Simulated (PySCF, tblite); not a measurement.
# C₁₅H₁₃ClF₂: electronic excitations, NMR shifts

Wanted: electronic excitations, NMR shifts for C₁₅H₁₃ClF₂ (`CCCc1ccc(-c2ccc(Cl)c(F)c2)c(F)c1`).

Programs: tblite 0.8.0 and PySCF 2.14.0, with routines of our own; each step states its level. All values are computed. Atoms count from 0.

## Step 1: The starting structure

31 atoms, charge 0, multiplicity 1; geometry from: force field, distance geometry or constructed start.

## Step 2: Geometry optimisation with GFN2-xTB

Job settings and geometry (Å):

```
{"job": {"kind": "relax", "xc": "GFN2-xTB", "basis": "xTB"}, "charge": 0, "multiplicity": 1}
C     -5.441300     0.134500    -0.104500
C     -3.950800     0.272000    -0.329400
C     -3.152000    -0.477100     0.755300
C     -1.670600    -0.342200     0.536200
C     -0.981000    -1.270700    -0.248200
C      0.395000    -1.140200    -0.465000
C      1.126900    -0.080500     0.106200
C      2.581000     0.050700    -0.116300
C      3.472300     0.233900     0.954400
C      4.845800     0.353500     0.744700
C      5.356200     0.284800    -0.552600
Cl     7.051500     0.428000    -0.804500
C      4.486700     0.102500    -1.616800
F      4.958600     0.033500    -2.880500
C      3.113900    -0.011400    -1.413800
C      0.412900     0.834900     0.904500
F      1.048900     1.875700     1.465100
C     -0.959600     0.709600     1.111900
H     -5.739600     0.554400     0.868800
H     -5.990100     0.676000    -0.880400
H     -5.757800    -0.909500    -0.132900
H     -3.695000    -0.120300    -1.315600
H     -3.674300     1.337100    -0.315900
H     -3.437700    -1.541200     0.759400
H     -3.417000    -0.087400     1.749700
H     -1.516600    -2.101700    -0.710200
H      0.903200    -1.883700    -1.074600
H      3.091500     0.290900     1.976700
H      5.512800     0.500200     1.589600
H      2.474600    -0.146000    -2.277500
H     -1.455800     1.457400     1.725100
```

Run with:

```bash
OMP_NUM_THREADS=1 python large_run.py task.json out
```

The driver reads the jobs from task.json and runs them one after another.

Output:

```text
step      E/eV     max force
  0   -1435.93235    1.014
  1   -1435.97320    0.383
  2   -1435.98991    0.295
  3   -1436.00324    0.150
  4   -1436.00634    0.110
  5   -1436.00799    0.073
  6   -1436.00906    0.079
  7   -1436.01062    0.109
  8   -1436.01194    0.098
  9   -1436.01310    0.074
 10   -1436.01409    0.064
 11   -1436.01499    0.071
 12   -1436.01568    0.048
 13   -1436.01621    0.044
 14   -1436.01669    0.040
 15   -1436.01715    0.056
 16   -1436.01747    0.046
 17   -1436.01764    0.023
 18   -1436.01776    0.023
 19   -1436.01794    0.033
 20   -1436.01819    0.054
 21   -1436.01844    0.051
 22   -1436.01863    0.026
 23   -1436.01876    0.024
 24   -1436.01889    0.029
 25   -1436.01902    0.040
 26   -1436.01914    0.032
 27   -1436.01925    0.023
 28   -1436.01936    0.027
 29   -1436.01950    0.031
 30   -1436.01963    0.035
 31   -1436.01976    0.023
 32   -1436.01990    0.032
 33   -1436.02012    0.040
 34   -1436.02041    0.048
 35   -1436.02071    0.050
 36   -1436.02097    0.032
 37   -1436.02120    0.032
 38   -1436.02149    0.041
 39   -1436.02183    0.047
 40   -1436.02212    0.041
 41   -1436.02230    0.030
 42   -1436.02242    0.029
 43   -1436.02255    0.027
 44   -1436.02267    0.024
 45   -1436.02277    0.020
```

Wall time 0.71 s (1 thread of Arm Neoverse V2, shared host); peak memory 0.19 GiB.

The steps of the relaxation:

| step | energy from step 0 (eV) | largest force (eV/Å) |
| --- | --- | --- |
| 0 | 0.0000 | 1.0136 |
| 1 | -0.0408 | 0.3830 |
| 2 | -0.0576 | 0.2948 |
| 3 | -0.0709 | 0.1494 |
| 4 | -0.0740 | 0.1106 |
| 5 | -0.0756 | 0.0729 |
| 6 | -0.0767 | 0.0796 |
| 7 | -0.0783 | 0.1097 |
| 8 | -0.0796 | 0.0978 |
| 11 | -0.0826 | 0.0716 |
| 14 | -0.0843 | 0.0403 |
| 17 | -0.0853 | 0.0226 |
| 20 | -0.0858 | 0.0543 |
| 23 | -0.0864 | 0.0244 |
| 26 | -0.0868 | 0.0318 |
| 29 | -0.0872 | 0.0316 |
| 32 | -0.0875 | 0.0320 |
| 35 | -0.0884 | 0.0502 |
| 38 | -0.0891 | 0.0409 |
| 41 | -0.0900 | 0.0297 |
| 42 | -0.0901 | 0.0295 |
| 43 | -0.0902 | 0.0267 |
| 44 | -0.0903 | 0.0238 |
| 45 | -0.0904 | 0.0193 |

Distances of close pairs at the start and the end, largest changes first:

| bond | before (Å) | after (Å) | change (Å) |
| --- | --- | --- | --- |
| C4–C5 | 1.399 | 1.381 | -0.018 |
| C6–C15 | 1.409 | 1.393 | -0.016 |
| C5–C6 | 1.409 | 1.394 | -0.015 |
| C8–H27 | 1.092 | 1.078 | -0.014 |
| C15–C17 | 1.394 | 1.381 | -0.013 |
| C0–H18 | 1.101 | 1.088 | -0.013 |
| C8–C9 | 1.395 | 1.381 | -0.013 |
| C12–C14 | 1.392 | 1.380 | -0.012 |

The end geometry stands in the next job.

## Step 3: Vibrational analysis with GFN2-xTB

Job settings and geometry (Å):

```
{"job": {"kind": "ir", "xc": "GFN2-xTB", "basis": "xTB"}, "charge": 0, "multiplicity": 1}
C     -5.407376     0.150771    -0.122215
C     -3.900442     0.262442    -0.312885
C     -3.132931    -0.498233     0.776475
C     -1.655356    -0.364279     0.564998
C     -0.972610    -1.234901    -0.276894
C      0.380520    -1.086526    -0.507985
C      1.112703    -0.067938     0.099782
C      2.560561     0.064097    -0.121058
C      3.430419     0.295839     0.942083
C      4.792094     0.400752     0.734371
C      5.315410     0.279956    -0.544094
Cl     7.012838     0.415115    -0.818679
C      4.446284     0.046759    -1.603895
F      4.928965    -0.074763    -2.853375
C      3.085048    -0.062626    -1.404355
C      0.407829     0.801496     0.928855
F      1.050720     1.835856     1.515860
C     -0.946569     0.669563     1.161410
H     -5.703341     0.564401     0.839602
H     -5.928373     0.695497    -0.906110
H     -5.721668    -0.890365    -0.157956
H     -3.621956    -0.137604    -1.290185
H     -3.602654     1.312898    -0.290547
H     -3.418446    -1.551484     0.743378
H     -3.408083    -0.096271     1.753168
H     -1.509522    -2.043108    -0.751144
H      0.894899    -1.782240    -1.153452
H      3.040764     0.385196     1.943638
H      5.458105     0.578555     1.563200
H      2.443236    -0.227266    -2.255758
H     -1.438282     1.376102     1.812546
```

Output:

```text
mode    cm-1     km/mol
  1      28.2      0.01
  2      29.8      0.04
  3      47.4      1.13
  4      58.6      0.43
  5      78.6      0.06
  6     100.8      0.37
  7     140.3      0.16
  8     184.4      0.48
  9     194.1      0.19
 10     205.9      2.36
 11     231.6      0.94
 12     235.2      0.06
 13     255.7      1.36
 14     288.3      1.35
 15     312.0      0.43
 16     325.6      0.44
 17     380.3      1.66
 18     403.1      2.23
 19     421.7      0.28
 20     449.3      0.99
 21     458.7      8.24
 22     517.4      1.32
 23     526.4      8.10
 24     534.8      0.67
 25     586.4      8.16
 26     603.2      4.21
 27     628.6      1.51
 28     661.6      0.90
 29     688.8      1.62
 30     709.8     10.91
 31     744.5     14.74
 32     785.5      5.34
 33     826.8     45.63
 34     839.9     11.97
 35     872.8     17.32
 36     877.5      8.99
 37     882.9      5.88
 38     899.3      0.26
 39     915.5      1.51
 40     922.5      0.18
 41     931.7      5.79
 42     981.5     14.15
 43    1030.0     35.53
 44    1049.6      6.57
 45    1079.5      1.52
 46    1091.5      0.26
 47    1112.6     18.43
 48    1132.3     45.42
 49    1168.7      4.96
 50    1172.4      8.08
 51    1188.6     18.32
 52    1222.3      2.91
 53    1226.5     21.01
 54    1233.6     24.96
 55    1261.4     21.71
 56    1273.2      1.10
 57    1282.6     12.29
 58    1313.7      4.55
 59    1319.5     11.61
 60    1326.3      7.20
 61    1350.9      7.50
 62    1401.9     51.92
 63    1415.9      1.11
 64    1423.4     15.51
 65    1455.8    105.46
 66    1483.8      1.46
 67    1497.1      1.62
 68    1501.6      6.77
 69    1502.1     12.43
 70    1505.1      1.57
 71    1559.9     13.02
 72    1571.8     27.12
 73    1583.7      3.69
 74    1606.9     46.50
 75    2969.3      4.78
 76    2982.9     28.56
 77    2985.5     25.50
 78    2992.1     51.72
 79    3030.3     50.70
 80    3034.3     48.15
 81    3039.4     38.31
 82    3084.4     14.31
 83    3096.9     23.83
 84    3101.1     11.39
 85    3105.9      6.36
 86    3107.8      4.74
 87    3116.0      4.90
```

Wall time 2.5 s (1 thread of Arm Neoverse V2, shared host); peak memory 0.19 GiB.

The strongest bands and the atoms that carry them (share of the mass-weighted mode):

| cm⁻¹ | km/mol | atoms |
| --- | --- | --- |
| 827 | 45.6 | H27 18 %, H28 15 %, H25 14 %, H26 12 % |
| 1132 | 45.4 | H30 17 %, H25 16 %, C15 16 %, H29 13 % |
| 1402 | 51.9 | C12 24 %, C7 13 % |
| 1456 | 105.5 | C9 20 %, C12 14 %, C10 10 % |
| 1607 | 46.5 | C17 21 %, C4 21 %, C5 19 %, C15 17 % |
| 2992 | 51.7 | H24 36 %, H21 23 %, H22 18 %, H23 15 % |
| 3030 | 50.7 | H20 57 %, H18 32 % |
| 3034 | 48.1 | H18 48 %, H20 26 %, H19 16 % |

## Step 4: Electronic excitations: TDDFT B3LYP/6-31G*

Settings changed since step 3:

```diff
@@ -1,2 +1,2 @@
-{"job": {"kind": "ir", "xc": "GFN2-xTB", "basis": "xTB"}, "charge": 0, "multiplicity": 1}
+{"job": {"kind": "uv", "basis": "6-31G*", "grid": 1, "kgrid": 0, "vcut": null, "nstates": 8, "ntriplets": 3, "tda": false, "delta": ["ip_vertical", "ea_vertical"], "pop": true, "xc": "B3LYP"}, "charge": 0, "multiplicity": 1}
 C     -5.407376     0.150771    -0.122215
```

Method: TDDFT B3LYP/6-31G*, vertical, gas phase, core orbitals frozen in the response.

Output:

```text
start: PBE on a coarse grid of 26825 points
cycle   1  E = -1238.1083872037  dE =  2.639e+00  |g| = 9.323e-01  |ddm| = 6.051e+00
cycle   2  E = -1237.8017483135  dE =  3.066e-01  |g| = 1.483e+00  |ddm| = 2.627e+00
cycle   3  E = -1238.2867646946  dE = -4.850e-01  |g| = 3.263e-01  |ddm| = 1.798e+00
cycle   4  E = -1238.3159460734  dE = -2.918e-02  |g| = 8.194e-02  |ddm| = 4.632e-01
cycle   5  E = -1238.3174837785  dE = -1.538e-03  |g| = 3.394e-02  |ddm| = 1.247e-01
cycle   6  E = -1238.3177305185  dE = -2.467e-04  |g| = 1.272e-02  |ddm| = 5.194e-02
cycle   7  E = -1238.3177663387  dE = -3.582e-05  |g| = 6.794e-03  |ddm| = 2.137e-02
final grid: 116928 points
cycle   8  E = -1239.2870993416  dE = -4.670e-03  |g| = 9.688e-02  |ddm| = 3.985e-01
cycle   9  E = -1239.2843274796  dE =  2.772e-03  |g| = 1.588e-01  |ddm| = 2.732e-01
cycle  10  E = -1239.2887570549  dE = -4.430e-03  |g| = 1.048e-02  |ddm| = 1.649e-01
cycle  11  E = -1239.2887814165  dE = -2.436e-05  |g| = 4.822e-03  |ddm| = 1.661e-02
cycle  12  E = -1239.2887904084  dE = -8.992e-06  |g| = 1.479e-03  |ddm| = 6.633e-03
cycle  13  E = -1239.2887896550  dE =  7.535e-07  |g| = 3.952e-04  |ddm| = 1.843e-03
cycle  14  E = -1239.2887873018  dE =  2.353e-06  |g| = 1.383e-04  |ddm| = 5.917e-04
cycle  15  E = -1239.2887898937  dE = -2.592e-06  |g| = 2.594e-05  |ddm| = 1.834e-04
converged SCF energy = -1239.2887898937
Vertical ionisation energy (delta-SCF) = 7.7802 eV   <S^2> = 0.758

Static polarisability (au): isotropic 172.122, principal 88.134 144.280 283.951

Singlet excitations
state   eV       nm        f      main configurations
  1   4.7648    260.2   0.52704   H->L 0.86
  2   5.0083    247.6   0.00068   H-1->L 0.40, H->L+1 0.39
  3   5.1085    242.7   0.16814   H->L+2 0.31, H-2->L 0.31, H-1->L 0.12
  4   5.5283    224.3   0.02925   H-1->L 0.30, H->L+1 0.20, H-3->L 0.15
  5   5.7345    216.2   0.01769   H-2->L 0.37, H->L+2 0.35
  6   5.8658    211.4   0.02121   H-3->L 0.44, H-1->L+1 0.24, H->L+1 0.09
  7   6.0325    205.5   0.02167   H-1->L+1 0.46, H-2->L+2 0.20, H->L+4 0.09
  8   6.1145    202.8   0.00432   H->L+4 0.79

Triplet excitations (Tamm-Dancoff, eV): 3.6019 4.2603 4.4767
```

Wall time 86 s (1 thread of Arm Neoverse V2, shared host); peak memory 0.63 GiB.

Frontier orbitals and where they lie:

| orbital | eV | atoms |
| --- | --- | --- |
| HOMO−4 | -8.59 | Cl11 87 % |
| HOMO−3 | -7.37 | C9 17 %, Cl11 15 %, C6 11 % |
| HOMO−2 | -7.05 | C14 23 %, C12 16 %, C8 15 % |
| HOMO−1 | -6.90 | C4 23 %, C17 17 %, C5 16 % |
| HOMO | -6.20 | C10 13 %, C6 13 %, C3 11 % |
| LUMO | -1.00 | C10 16 %, C7 15 %, C3 13 % |
| LUMO+1 | -0.25 | C9 24 %, C8 22 %, C14 19 % |
| LUMO+2 | -0.16 | C5 21 %, C15 20 %, C17 20 % |
| LUMO+3 | 0.45 | C3 16 %, C6 14 %, C7 13 % |

With each of the 8 states as a Gaussian band of 0.4 eV half-width at 1/e, the curve within the window shown has maxima at 257 nm (ε 25,000) L/(mol cm). Beyond the last state computed it falls off for lack of states. The curve at chosen wavelengths:

```json
{"nm": "193", "ε (L/mol/cm)": "632"}
{"nm": "197", "ε (L/mol/cm)": "1166"}
{"nm": "201", "ε (L/mol/cm)": "1803"}
{"nm": "205", "ε (L/mol/cm)": "2420"}
{"nm": "210", "ε (L/mol/cm)": "3031"}
{"nm": "214", "ε (L/mol/cm)": "3420"}
{"nm": "218", "ε (L/mol/cm)": "3878"}
{"nm": "222", "ε (L/mol/cm)": "4629"}
{"nm": "226", "ε (L/mol/cm)": "5896"}
{"nm": "230", "ε (L/mol/cm)": "7837"}
{"nm": "235", "ε (L/mol/cm)": "11234"}
{"nm": "239", "ε (L/mol/cm)": "14542"}
{"nm": "243", "ε (L/mol/cm)": "18020"}
{"nm": "247", "ε (L/mol/cm)": "21215"}
{"nm": "251", "ε (L/mol/cm)": "23647"}
{"nm": "255", "ε (L/mol/cm)": "24926"}
{"nm": "260", "ε (L/mol/cm)": "24625"}
{"nm": "264", "ε (L/mol/cm)": "22955"}
{"nm": "268", "ε (L/mol/cm)": "20326"}
{"nm": "272", "ε (L/mol/cm)": "17144"}
{"nm": "276", "ε (L/mol/cm)": "13815"}
{"nm": "280", "ε (L/mol/cm)": "10669"}
{"nm": "285", "ε (L/mol/cm)": "7310"}
{"nm": "289", "ε (L/mol/cm)": "5188"}
{"nm": "293", "ε (L/mol/cm)": "3564"}
{"nm": "297", "ε (L/mol/cm)": "2375"}
```

Ground-state properties from the same run:

| property | computed |
| --- | --- |
| dipole moment (D) | 3.83 |
| polarisability (Å³) | 25.51 |
| HOMO–LUMO gap (eV) | 5.21 |
| −ε(HOMO) (eV) | 6.20 |

## Step 5: NMR shifts: GIAO B97-D/pcSseg-1

Settings changed since step 4:

```diff
@@ -1,2 +1,2 @@
-{"job": {"kind": "uv", "basis": "6-31G*", "grid": 1, "kgrid": 0, "vcut": null, "nstates": 8, "ntriplets": 3, "tda": false, "delta": ["ip_vertical", "ea_vertical"], "pop": true, "xc": "B3LYP"}, "charge": 0, "multiplicity": 1}
+{"job": {"kind": "nmr", "basis": "pcSseg-1", "pop": false, "xc": "B97-D"}, "charge": 0, "multiplicity": 1}
 C     -5.407376     0.150771    -0.122215
```

With the program's defaults for keys left out, this is: GIAO B97-D/pcSseg-1 NMR shielding, non-relativistic, gas phase.

Output:

```text
start: PBE on a coarse grid of 26825 points
cycle   1  E = -1237.7433407084  dE =  2.612e+00  |g| = 9.059e-01  |ddm| = 5.918e+00
cycle   2  E = -1237.4212786696  dE =  3.221e-01  |g| = 1.479e+00  |ddm| = 2.405e+00
cycle   3  E = -1237.9076249181  dE = -4.863e-01  |g| = 3.210e-01  |ddm| = 1.688e+00
cycle   4  E = -1237.9352355629  dE = -2.761e-02  |g| = 9.031e-02  |ddm| = 4.588e-01
cycle   5  E = -1237.9370332433  dE = -1.798e-03  |g| = 3.639e-02  |ddm| = 1.253e-01
cycle   6  E = -1237.9372944381  dE = -2.612e-04  |g| = 1.512e-02  |ddm| = 5.759e-02
cycle   7  E = -1237.9373447553  dE = -5.032e-05  |g| = 7.275e-03  |ddm| = 2.424e-02
final grid: 247155 points
cycle   8  E = -1238.6609870298  dE = -9.914e-04  |g| = 1.503e-01  |ddm| = 3.929e-01
cycle   9  E = -1238.6505056996  dE =  1.048e-02  |g| = 2.855e-01  |ddm| = 4.689e-01
cycle  10  E = -1238.6640050084  dE = -1.350e-02  |g| = 3.524e-02  |ddm| = 3.423e-01
cycle  11  E = -1238.6641873619  dE = -1.824e-04  |g| = 2.105e-02  |ddm| = 5.812e-02
cycle  12  E = -1238.6643078199  dE = -1.205e-04  |g| = 3.351e-03  |ddm| = 2.506e-02
cycle  13  E = -1238.6643110344  dE = -3.214e-06  |g| = 9.439e-04  |ddm| = 5.272e-03
cycle  14  E = -1238.6643117795  dE = -7.452e-07  |g| = 2.913e-04  |ddm| = 1.071e-03
cycle  15  E = -1238.6643125850  dE = -8.055e-07  |g| = 1.586e-04  |ddm| = 4.581e-04
cycle  16  E = -1238.6643121561  dE =  4.289e-07  |g| = 3.078e-05  |ddm| = 2.212e-04
converged SCF energy = -1238.6643121561

GIAO shielding tensors (ppm)
atom      isotropic    diamagn.    paramagn.     s11        s22        s33       span
  0 C      162.805     240.643     -77.838    152.588    153.596    182.230     29.643
  1 C      144.905     247.541    -102.637    132.307    136.385    166.021     33.714
  2 C      136.192     251.882    -115.690    122.358    125.414    160.803     38.445
  3 C       35.233     266.452    -231.220    -48.019     -8.544    162.261    210.281
  4 C       58.591     256.222    -197.631    -37.596     54.370    158.998    196.594
  5 C       52.027     256.373    -204.346    -40.934     42.754    154.260    195.194
  6 C       55.616     267.633    -212.017     -2.822     16.835    152.836    155.657
  7 C       44.924     255.436    -210.512    -37.462     16.154    156.081    193.543
  8 C       55.976     250.554    -194.578    -36.766     44.312    160.381    197.147
  9 C       51.779     252.004    -200.224    -38.127     46.367    147.098    185.225
 10 C       54.427     256.862    -202.435     -8.665     55.300    116.645    125.310
 11 Cl     731.643    1139.295    -407.652    537.237    706.949    950.745    413.508
 12 C       17.847     256.692    -238.845    -51.307     25.527     79.321    130.628
 13 F      274.137     471.440    -197.303    201.443    266.062    354.907    153.465
 14 C       65.852     254.849    -188.997     -9.008     57.609    148.954    157.962
 15 C       16.902     253.929    -237.026    -51.434     28.441     73.700    125.134
 16 F      283.085     481.055    -197.970    200.273    274.913    374.068    173.795
 17 C       66.170     258.915    -192.745     -9.526     59.818    148.219    157.744
 18 H       30.722      25.413       5.310     26.546     29.340     36.281      9.734
 19 H       30.407      23.941       6.465     26.179     27.558     37.482     11.303
 20 H       30.712      25.380       5.332     26.712     29.200     36.225      9.513
 21 H       30.218      33.651      -3.433     25.272     31.914     33.469      8.196
 22 H       30.232      33.650      -3.418     25.611     32.019     33.064      7.453
 23 H       29.239      33.696      -4.457     25.381     29.808     32.528      7.147
 24 H       29.331      33.887      -4.555     24.987     30.387     32.620      7.634
 25 H       24.785      36.659     -11.874     21.170     23.854     29.330      8.159
 26 H       24.544      36.382     -11.839     20.014     23.590     30.027     10.013
 27 H       24.472      34.647     -10.175     19.690     23.428     30.299     10.609
 28 H       24.416      28.798      -4.382     20.086     24.292     28.868      8.782
 29 H       24.672      35.234     -10.562     20.082     23.653     30.280     10.197
 30 H       24.829      36.478     -11.649     20.902     23.892     29.693      8.792
```

Run time: 29 s. Hardware: 1 thread of Arm Neoverse V2, shared host; peak memory 0.6 GiB.

The references, computed at this level on geometries of the same kind, shield at (ppm): 1H TMS 31.85, 13C TMS 181.8, 19F CFCl3 148.0. Their shielding less the atom's gives the shift. The references are single molecules in the gas phase, so shifts against H2O, NH3, PH3, H3PO4 or CFCl3 are not on the usual liquid scales and can be off by tens of ppm. Atoms listed in one row are averaged.

| atoms | environment | σ (ppm) | δ (ppm) |
| --- | --- | --- | --- |
| C15 | aromatic carbon bearing fluorine | 16.9 | 164.9 |
| C12 | aromatic carbon bearing fluorine | 17.8 | 163.9 |
| C3 | substituted aromatic carbon | 35.2 | 146.5 |
| C7 | substituted aromatic carbon | 44.9 | 136.8 |
| C9 | aromatic CH | 51.8 | 130.0 |
| C5 | aromatic CH | 52.0 | 129.7 |
| C10 | aromatic carbon bearing chlorine | 54.4 | 127.3 |
| C6 | substituted aromatic carbon | 55.6 | 126.1 |
| C8 | aromatic CH | 56.0 | 125.8 |
| C4 | aromatic CH | 58.6 | 123.2 |
| C14 | aromatic CH | 65.9 | 115.9 |
| C17 | aromatic CH | 66.2 | 115.6 |
| C2 | sp3 CH2 on an aromatic ring | 136.2 | 45.6 |
| C1 | sp3 CH2 | 144.9 | 36.9 |
| C0 | methyl carbon | 162.8 | 19.0 |
| H28 | hydrogen on an aromatic CH | 24.42 | 7.43 |
| H27 | hydrogen on an aromatic CH | 24.47 | 7.38 |
| H26 | hydrogen on an aromatic CH | 24.54 | 7.31 |
| H29 | hydrogen on an aromatic CH | 24.67 | 7.18 |
| H25 | hydrogen on an aromatic CH | 24.78 | 7.06 |
| H30 | hydrogen on an aromatic CH | 24.83 | 7.02 |
| H23, H24 | hydrogen on an sp3 CH2 on an aromatic ring | 29.29 | 2.56 |
| H21, H22 | hydrogen on an sp3 CH2 | 30.22 | 1.62 |
| H18, H19, H20 | hydrogen on a methyl carbon | 30.61 | 1.24 |
| Cl11 | chlorine bonded to C | 732 | – |
| F13 | aryl fluorine | 274.1 | -126.2 |
| F16 | aryl fluorine | 283.1 | -135.1 |

Ring of atoms C3, C4, C5, C6, C15, C17: NICS(0) -9.4, NICS(1) -10.2, NICS(1)zz -23.9 ppm (means of both faces).

Ring of atoms C7, C8, C9, C10, C12, C14: NICS(0) -9.5, NICS(1) -10.0, NICS(1)zz -23.3 ppm (means of both faces).

## Step 6: Summary of results

```
                                                               quantity                                                                                                        value
                              strongest single infrared mode (GFN2-xTB)                                                                                        1456 cm⁻¹, 105 km/mol
                                           zero-point energy (GFN2-xTB)                                                                                               146.9 kcal/mol
                                          lowest singlet (B3LYP/6-31G*)                                                                                  4.76 eV (260 nm), f = 0.527
                                                         lowest triplet                                                                                                      3.60 eV
                                      vertical ionisation energy (ΔSCF)                                                                                                      7.78 eV
                                13C shifts against TMS (B97-D/pcSseg-1)  164.9, 163.9, 146.5, 136.8, 130.0, 129.7, 127.3, 126.1, 125.8, 123.2, 115.9, 115.6, 45.6, 36.9 ppm and more
1H shifts against TMS (B97-D/pcSseg-1, means over atoms taken as alike)                                                     7.43, 7.38, 7.31, 7.18, 7.06, 7.02, 2.56, 1.62, 1.24 ppm
                              19F shifts against CFCl3 (B97-D/pcSseg-1)                                                                                           -126.2, -135.1 ppm
                                      shieldings of Cl (B97-D/pcSseg-1)                                                                                               Cl11 731.6 ppm
```

What this shows: No mode is imaginary among the 87: a minimum at this level. The strongest single mode, at 1456 cm⁻¹, is spread over several atoms, C9, C12, C10 among them. Unscaled tight-binding wavenumbers are off by several per cent, some by more. Its intensities can rank the bands wrongly. The lowest singlet, at 4.76 eV, is HOMO→LUMO 0.86 and is bright. The lowest triplet lies 1.16 eV below the lowest singlet (triplets in Tamm-Dancoff, singlets in full TDDFT). The orbital energy would give 6.20 eV for ionisation, ΔSCF gives 7.78 eV. At B97-D/pcSseg-1: Shielding is most anisotropic at Cl11 (span 414 ppm, paramagnetic term -408 ppm). NICS(1)zz of -24 ppm above the planar ring from C3 marks a diatropic (aromatic) ring current. NICS(1)zz of -23 ppm above the planar ring from C7 marks a diatropic (aromatic) ring current.
